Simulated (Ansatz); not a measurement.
# H6N2SSi (built from SMILES N[SiH](N)S): search for a transition state

Is there a first-order saddle for this 1,2-elimination, which should form H2–H4 and break Si1–H2, S3–H4, and which two structures does it connect?

Program: Ansatz 0.2.0, Gaussian basis. Level of theory: PBE0-D4, def2-SVP first, then def2-TZVP. These are calculated values, not measurements.

21 further runs of the same task are left out: 21 set aside as unsound or not needed.

## Step 1: The starting structure

The guess: 10 atoms, charge 0, spin multiplicity 1.

Atoms are counted from 1 here; the program's logs count them from 0.

Bond lengths: Si1–S3 2.042 Å, Si1–N5 1.697 Å, Si1–N6 1.700 Å, N5–H7 1.004 Å, N5–H8 1.004 Å, N6–H9 1.005 Å, N6–H10 1.004 Å. Angles: S3–Si1–N5 124.1°, S3–Si1–N6 123.9°, N5–Si1–N6 107.7°, Si1–N5–H7 121.2°, Si1–N5–H8 124.5°, H7–N5–H8 112.8°, Si1–N6–H9 123.5°, Si1–N6–H10 120.3°, H9–N6–H10 112.4°.

Coordinates:

```
atom    x (Å)    y (Å)    z (Å)
 Si1  -0.3221   0.1341  -0.1173
  H2   0.4837  -0.7623  -1.5571
  S3  -1.7583   0.4032  -1.5433
  H4  -0.3160  -0.5313  -2.0756
  N5   0.7571   1.3433   0.3849
  N6  -0.4287  -1.0136   1.1317
  H7   0.8685   2.1918  -0.1397
  H8   1.4758   1.2139   1.0743
  H9   0.3195  -1.2039   1.7755
 H10  -1.0797  -1.7750   1.0665
```

Distances that are to change: H2–H4 0.98 Å, Si1–H2 1.88 Å, S3–H4 1.80 Å.

## Step 2: Relaxing the guess with the reacting distances held

Contents of hold/in.yaml:

```yaml
crystal:
  periodic: [false, false, false]
  atoms:
    - {symbol: Si, position_ang: [-0.322100, 0.134100, -0.117300]}
    - {symbol: H, position_ang: [0.483700, -0.762300, -1.557100]}
    - {symbol: S, position_ang: [-1.758300, 0.403200, -1.543300]}
    - {symbol: H, position_ang: [-0.316000, -0.531300, -2.075600]}
    - {symbol: N, position_ang: [0.757100, 1.343300, 0.384900]}
    - {symbol: N, position_ang: [-0.428700, -1.013600, 1.131700]}
    - {symbol: H, position_ang: [0.868500, 2.191800, -0.139700]}
    - {symbol: H, position_ang: [1.475800, 1.213900, 1.074300]}
    - {symbol: H, position_ang: [0.319500, -1.203900, 1.775500]}
    - {symbol: H, position_ang: [-1.079700, -1.775000, 1.066500]}
basis:
  gaussian: {orbitals: def2-SVP}
hamiltonian: {xc: pbe0, dispersion: d4}
relax: {f_tol: 0.08, max_steps: 120, escape_saddle: false, constraints: [{distance: [1, 3]}, {distance: [0, 1]}, {distance: [2, 3]}]}
```

No record of the launch command was kept for these runs.

The runs that follow: Saddle search in the small basis; Saddle search in triple zeta; Checking the order of the point; Relaxing after a step of 0.30 Å one way along the mode; Relaxing after a step of 0.30 Å the other way along the mode.

What does the calculation give? Wanted: imaginary mode; barrier from the start side; barrier from the end side; energy of the step; pairs that change; zero-point energy at the saddle.

The runs gave:

| quantity | value |
| --- | --- |
| imaginary mode | 1172i cm⁻¹ |
| barrier from the start side | 168.9 kJ/mol |
| barrier from the end side | 92.8 kJ/mol |
| energy of the step | +76.0 kJ/mol |
| pairs that change | H2–H4 formed, Si1–H2 broken, S3–H4 broken |
| zero-point energy at the saddle | 1.849 eV |

In words: One imaginary mode, 1172i cm⁻¹, makes this a first-order saddle. It joins the planned start and end. At PBE0-D4/def2-TZVP the electronic barrier is 168.9 kJ/mol, about 68 kT at 298 K, and the step runs 76.0 kJ/mol uphill. With so stiff a mode tunnelling counts: Wigner's rough correction is a factor of 2.3 at 298 K. The ends are the nearest minima, not always the lowest complexes.
